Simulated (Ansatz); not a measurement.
TiPt3 and its elements, a formation energy from the elements

With Ansatz 0.2.0, Python API.

Run as a notebook:

**Cell 1**
```python
from collections import Counter
from dataclasses import dataclass

import ansatz as az
import numpy as np
```

**Cell 2**
```python
@dataclass(frozen=True)
class Options:
    tolerance: float = 1e-09
    max_scf: int = 80
    functional: str = "pbe"
    k_spacing: float = 0.39
    occupations: str = "gaussian"
    smearing_width: float = 0.05


settings = Options()
```

**Cell 3**
```python
PHASES = {
    "TiPt3": (
        [[3.897, 0.0, 0.0], [0.0, 3.897, 0.0], [0.0, 0.0, 3.897]],
        [
            ("Ti", [0.0, 0.0, 0.0]),
            ("Pt", [0.0, 0.5, 0.5]),
            ("Pt", [0.5, 0.0, 0.5]),
            ("Pt", [0.5, 0.5, 0.0]),
        ],
    ),
    "Ti": (
        [[2.95, 0.0, 0.0], [-1.475, 2.55477, 0.0], [0.0, 0.0, 4.68]],
        [
            ("Ti", [1 / 3, 2 / 3, 0.25]),
            ("Ti", [2 / 3, 1 / 3, 0.75]),
        ],
    ),
    "Pt": (
        [[0.0, 1.9609, 1.9609], [1.9609, 0.0, 1.9609], [1.9609, 1.9609, 0.0]],
        [
            ("Pt", [0.0, 0.0, 0.0]),
        ],
    ),
}
```

**Cell 4**
```python
def build(vectors, sites):
    crystal = az.Crystal(lattice=az.Lattice.of(vectors))
    for symbol, position in sites:
        crystal = crystal.atom(symbol, position)
    return crystal
```

**Cell 5**
```python
def ground_state(name, crystal):
    calc = (
        crystal.calculation()
        .initial_density(normalization="atom")
        .scf(tolerance=settings.tolerance, max_iterations=settings.max_scf)
        .accuracy("medium")
        .functional(settings.functional)
        .basis(24 * az.Ha, xc_grid=2)
        .kpoints(spacing=settings.k_spacing)
        .occupations(settings.occupations, width=settings.smearing_width)
        .stress()
    )
    calc = calc.relax(force_tolerance=0.02, cell=True)
    return calc.run(threads=1, backend="cpu")
```

**Cell 6**
```python
def counts(outcome):
    return Counter(site.symbol for site in outcome.lattice.sites)
```

**Cell 7**
```python
def formation_energy(outcome, mu):
    n = counts(outcome)
    return (outcome.report["energy_sigma0_ev"] - sum(k * mu[element] for element, k in n.items())) / sum(n.values())
```

**Cell 8**
```python
def volume_per_atom(outcome):
    return abs(np.linalg.det(outcome.lattice.cell_ang)) / len(outcome.lattice.sites)
```

**Cell 9**
```python
phases = {name: build(*cell) for name, cell in PHASES.items()}
```

**Cell 10**
```python
done = {name: ground_state(name, crystal) for name, crystal in phases.items()}
```
Output:
```text
DeckWarning: relax.cell: scf.convergence.dr2_threshold = 1e-9 eV is looser than the 4e-10 eV advised for a relaxation that steers and ends on the stress (1e-10 eV for each atom of the cell: 4). What an SCF threshold leaves in a stress goes as its square root, [...]
DeckWarning: relax.cell: scf.convergence.dr2_threshold = 1e-9 eV is looser than the 2e-10 eV advised for a relaxation that steers and ends on the stress (1e-10 eV for each atom of the cell: 2). What an SCF threshold leaves in a stress goes as its square root, [...]
DeckWarning: relax.cell: scf.convergence.dr2_threshold = 1e-9 eV is looser than the 1e-10 eV advised for a relaxation that steers and ends on the stress (1e-10 eV for each atom of the cell: 1). What an SCF threshold leaves in a stress goes as its square root, [...]
```

**Cell 11**
```python
# chemical potentials of the elements at zero temperature
references = {"Ti": "Ti", "Pt": "Pt"}
mu = {element: done[name].report["energy_sigma0_ev"] / len(done[name].lattice.sites) for element, name in references.items()}
```

**Cell 12**
```python
target = done["TiPt3"]
heat = formation_energy(target, mu)
for element, value in mu.items():
    print(f"mu({element}) = {value:.4f} eV from {references[element]}, {volume_per_atom(done[references[element]]):.2f} A^3/atom")
print(f"formation energy of TiPt3: {heat:.4f} eV/atom = {96.4853 * heat:.1f} kJ/mol of atoms")
```
Output:
```text
mu(Ti) = -2499.6697 eV from Ti, 17.41 A^3/atom
mu(Pt) = -12522.9999 eV from Pt, 15.60 A^3/atom
formation energy of TiPt3: -0.8655 eV/atom = -83.5 kJ/mol of atoms
```

The formation energy is -0.866 eV an atom (-83.5 kJ per mole of atoms), so TiPt3 lies below the reference phases.

Notes:
- The settings weren't tested for convergence.
- Spin is left out of this run.
- Spin-orbit coupling, which matters for elements this heavy, is left out.
- The cells come from databases of deposited and of computed structures, and not all need be stable phases.
- Warnings are shown shortened and without file and line.
- The compound is the structure given, not necessarily its lowest; energies are at zero temperature, with no correction for gases. A semilocal functional's error on such energies is often 0.05 to 0.1 eV an atom, and 0.1 to 0.3 eV against gases such as O2 or F2.
- Wall time of the script: 27 s on 1 thread of Arm Neoverse V1 (shared host), peak memory 0.43 GiB.

(Lines on the test bed's own set-up are left out of the output.)
